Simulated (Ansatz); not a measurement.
BaH2:

```
Ba H
1.0
     6.79200    0.00000    0.00000
     0.00000    4.16800    0.00000
     0.00000    0.00000    7.85800
Ba H
4 8
Direct
  0.73971 0.75000 0.11137
  0.76029 0.25000 0.61137
  0.23971 0.75000 0.38863
  0.26029 0.25000 0.88863
  0.35400 0.75000 0.08650
  0.14600 0.25000 0.58650
  0.85400 0.75000 0.41350
  0.64600 0.25000 0.91350
  0.95700 0.75000 0.82600
  0.54300 0.25000 0.32600
  0.45700 0.75000 0.67400
  0.04300 0.25000 0.17400
```

| Quantity | Value |
| --- | --- |
| Program | Ansatz 0.2.0 |
| Task | single point |
| Functional | PBEsol |
| Potentials or basis | Ansatz PAW |
| Cutoff | 420 eV (not typed: the program's choice for these potentials) |
| k mesh | 4 × 7 × 4 |
| Occupations | fermi-dirac, width 0.05 eV |
| Spin | no spin polarisation |

On this cell: pressure -1.4 GPa; largest force 0.310 eV/Å; band gap on the k mesh 2.79 eV, indirect (least direct gap 3.27 eV).

The same run follows on a disturbed copy (atoms moved at random, drawn with an rms of 0.05 Å):

```
Ba H
1.0
     6.79200    0.00000    0.00000
     0.00000    4.16800    0.00000
     0.00000    0.00000    7.85800
Ba H
4 8
Direct
  0.74012 0.74118 0.11473
  0.76136 0.25234 0.61555
  0.24904 0.73879 0.38648
  0.25148 0.24897 0.89047
  0.35531 0.73815 0.08549
  0.14610 0.24605 0.59091
  0.86018 0.75292 0.41330
  0.64583 0.25557 0.91845
  0.95699 0.75112 0.82647
  0.53923 0.25301 0.32581
  0.45579 0.75823 0.67467
  0.04773 0.25115 0.17489
```

Problem. What changes?

Solution. The energy moves by +3.6 meV/atom; pressure -1.3 GPa; largest force 0.426 eV/Å; band gap on the k mesh 2.76 eV, indirect (least direct gap 3.18 eV).

Forces on the atoms (eV/Å):
```
Ba  -0.065  0.127 -0.200
Ba   0.031 -0.025 -0.199
Ba  -0.302  0.112  0.280
Ba   0.359 -0.062  0.117
H    0.057  0.072 -0.327
H   -0.062 -0.005 -0.415
H    0.034 -0.028  0.358
H   -0.074 -0.088  0.265
H    0.095 -0.015 -0.068
H   -0.063 -0.033 -0.069
H    0.175 -0.035  0.115
H   -0.186 -0.021  0.142
```

Stress tensor (GPa, compression positive):
```
-1.34  0.06 -0.03
 0.06 -2.23  0.06
-0.03  0.06 -0.43
```

Caveats: odd divisions of the mesh miss points on the zone boundary, where band edges often lie, so the gap on the mesh can be too wide; spin-orbit coupling is left out, which moves the levels of the heavy elements; the PAW data sets come from PBE, with cores solved anew for the run's functional, which leaves a small shift of forces and pressure.

A k mesh can miss the band edges.
